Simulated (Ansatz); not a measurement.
# HfO2: a response run at many settings

Computed with Ansatz 0.2.0 (DFT PBE, scalar-relativistic, plane waves, PAW, unless a step's input says otherwise).

## 1. Starting point

Symmetry: Fm-3m, No. 225, cubic system. Conventional cell: a = 5.097 Å, b = 5.097 Å, c = 5.097 Å, α = 90.00°, β = 90.00°, γ = 90.00°. Hf (site symmetry m-3m) has 8 O at 2.21 Å as nearest neighbours. O (site symmetry -43m) is surrounded by 4 Hf at 2.21 Å.

As a file:

```
CELL_PARAMETERS angstrom
0.00000 2.54850 2.54850
2.54850 0.00000 2.54850
2.54850 2.54850 0.00000
ATOMIC_POSITIONS crystal
Hf 0.00000 0.00000 0.00000
O 0.25000 0.25000 0.25000
O 0.75000 0.75000 0.75000
```

This is a trial structure built by rule; it need not be a known or stable form of this composition.

This is a trial structure, the fluorite prototype, and another one may lie lower.

## 2. The reference run: phonons at Γ

File input.yaml:

```yaml
crystal:
  lattice:
    - [0.0, 2.5485, 2.5485]
    - [2.5485, 0.0, 2.5485]
    - [2.5485, 2.5485, 0.0]
  atoms:
    - { symbol: Hf, position: [0.0, 0.0, 0.0] }
    - { symbol: O, position: [0.25, 0.25, 0.25] }
    - { symbol: O, position: [0.75, 0.75, 0.75] }
basis:
  ecutwfc: 420
kpoints:
  mp_grid: { grid: [8, 8, 8] }
hamiltonian:
  xc: pbe
scf:
  occupations: { method: fixed }
output:
  eigenvalues: true
phonons:
  method: dfpt
  dielectric: true
  rigid_motions: translations
```

The run is started by

```console
> ansatz run input.yaml --threads 1 --pin off --max-ram 1228MiB --backend cpu --events-out ev --progress --plain --runs-dir out
```

Q: Estimate wall time and peak memory on 1 thread of Intel Xeon Platinum 8375C at 2.90GHz (Ice Lake), shared host.

About 40 s, with a peak of 0.6 GiB.
